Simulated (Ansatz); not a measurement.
# VF2+ (singlet): the correlation ladder, def2-SVP

One table from this session's results is given with a row withheld; the runs are named, their logs left out.

Program: Ansatz 0.2.0, Gaussian basis. Level of theory: def2-SVP, core rule «outside noble gas», up to 11 orbitals frozen. These are calculated values, not measurements.

To be run: UHF; CCSD(T) on RHF; CCSD(T) on UHF; CISD; CCSDT(Q) on RHF; CCSDT(Q) on UHF.

13 further runs of the same task are left out: 8 for a known fault of the program, 5 set aside as unsound or not needed.

### What is computed

The geometry is a PBE0/def2-TZVP stationary point (not a proven minimum) of the parent state, kept for this charge and spin.

3 atoms, charge 1, spin multiplicity 1.

Atoms are counted from 1 here; the program's logs count them from 0.

Bond lengths: V1–F2 1.763 Å, V1–F3 1.763 Å. Angles: F2–V1–F3 180.0°.

Coordinates:

```
V     0.0000    0.0000    0.0000
F     0.0000    0.0000   -1.7628
F     0.0000    0.0000    1.7628
```

The first run:

File in.yaml:

```yaml
crystal:
  periodic: [false, false, false]
  atoms:
    - {symbol: V, position_ang: [0.000000, 0.000000, 0.000000]}
    - {symbol: F, position_ang: [0.000000, 0.000000, -1.762800]}
    - {symbol: F, position_ang: [0.000000, 0.000000, 1.762800]}
basis:
  gaussian: {orbitals: def2-SVP}
total_charge: 1
magnetization: {spin_polarized: true, initial_magnetization: 0}
hamiltonian: {xc: hf}
output: {orbitals: {seedname: orbitals}}
```

Launch:

```
> ansatz run in.yaml --threads 1 --pin off --events-out ev --progress --plain --max-ram 2816MiB --backend cpu
```

Steps of the session up to this table: UHF; CCSD(T) on RHF; CCSD(T) on UHF; CISD; CCSDT(Q) on RHF; CCSDT(Q) on UHF.

One table of the session follows, with a row left open; its other results are not shown here.

It belongs to the step «Misses and costs». 

```
   method  from RCCSDT(Q) (meV)
      RHF              +13732.5
      UHF              +12714.2
     RMP2                +866.8
     UMP2                  +3.2
    RCCSD                +757.4
    UCCSD                -214.5
 RCCSD(T)                +164.8
 UCCSD(T)                -854.5
   RCCSDT                +146.5
   UCCSDT                     ?
RCCSDT(Q)                     0
UCCSDT(Q)               -1071.3
```

Q: Estimate the row for UCCSDT from the others.

The run gave: from RCCSDT(Q) (meV): -908.9. In the column «from RCCSDT(Q) (meV)» it lies between UCCSDT(Q) (-1071.3) and UCCSD(T) (-854.5).

Not comparable, so not listed: CISD (they don't share determinant, frozen orbitals or solution with the rows shown, or repeat one).

Limits of these values: The determinant is far from a pure spin state, so its energy mixes those of several spin states (harmless only where they are near-degenerate, as at dissociation). The program flags UCCSD(T), UCCSDT(Q) as in doubt, so those rows may rest on another solution; read them beside their warnings. Warnings: restricted reference is unstable; spin contamination; large T1 diagnostic. Restricted and unrestricted rows rest on different reference determinants; where their highest levels disagree by more than a few hundredths of an eV, they describe different states and don't form one ladder.
